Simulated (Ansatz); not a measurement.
# AsC3N3: the cost of one run

Program: Ansatz 0.2.0. Level of theory: DFT PBE, plane waves, PAW, scalar-relativistic, no spin polarisation. These are calculated values, not measurements.

**1. The structure to begin with**

The cell holds 14 atoms (C6As2N6): a = 5.743 Å, b = 5.743 Å, c = 8.915 Å, α = 81.06°, β = 81.06°, γ = 73.80°.

Coordinates:

```xyz
14
Lattice="4.5926 3.4482 0.0000 4.5926 -3.4482 0.0000 1.7317 0.0000 -8.7455" Properties=species:S:1:pos:R:3 pbc="T T T"
As    3.9460    0.0000   -6.4577
As    6.9708    0.0000   -2.2878
C     3.2082    1.4482   -5.5796
C     7.7086    1.4482   -3.1659
N     6.3618   -2.0965   -0.4460
N     4.5550   -2.0965   -8.2995
C     6.9206    2.5999   -6.5154
C     3.9962    2.5999   -2.2301
N     5.9735    1.9793   -6.6029
N     4.9434    1.9793   -2.1427
N     7.2839   -1.1931   -4.8713
N     3.6329   -1.1931   -3.8743
C     3.5669    0.9310   -8.1333
C     7.3500    0.9310   -0.6122
```

**2. Molecular dynamics**

input.yaml

```yaml
crystal:
  lattice:
    - [4.592589, 3.44819, 0.0]
    - [4.592589, -3.44819, 0.0]
    - [1.731661, 0.0, -8.745529]
  atoms:
    - { symbol: As, position: [0.2904, 0.2904, 0.7384] }
    - { symbol: As, position: [0.7096, 0.7096, 0.2616] }
    - { symbol: C, position: [0.439, 0.019, 0.638] }
    - { symbol: C, position: [0.981, 0.561, 0.362] }
    - { symbol: "N", position: [0.379, 0.987, 0.051] }
    - { symbol: "N", position: [0.013, 0.621, 0.949] }
    - { symbol: C, position: [0.99, 0.236, 0.745] }
    - { symbol: C, position: [0.764, 0.01, 0.255] }
    - { symbol: "N", position: [0.795, 0.221, 0.755] }
    - { symbol: "N", position: [0.779, 0.205, 0.245] }
    - { symbol: "N", position: [0.515, 0.861, 0.557] }
    - { symbol: "N", position: [0.139, 0.485, 0.443] }
    - { symbol: C, position: [0.348, 0.078, 0.93] }
    - { symbol: C, position: [0.922, 0.652, 0.07] }
kpoints:
  mp_grid: { grid: [3, 3, 2] }
magnetization:
  spin_polarized: false
scf:
  occupations: { method: cold, width: 0.15 }
hamiltonian:
  pseudopotentials: { kind: paw }
  xc: pbe
basis:
  ecutwfc: 420
md:
  timestep: 2.0
  n_steps: 40
  ensemble: nvt_langevin
  temperature: 900.0
  initial_velocities: maxwell_boltzmann
  seed: 926413
```

Launch:

```sh
> ansatz run input.yaml --threads 2 --pin off --max-ram 2560MiB --backend cpu --events-out ev --progress --plain --runs-dir out
```

**Question.** How long does this run take on 2 threads of an Arm CPU, shared host, and how much memory does it need?

About 7.8 min, with a peak of 0.68 GiB.
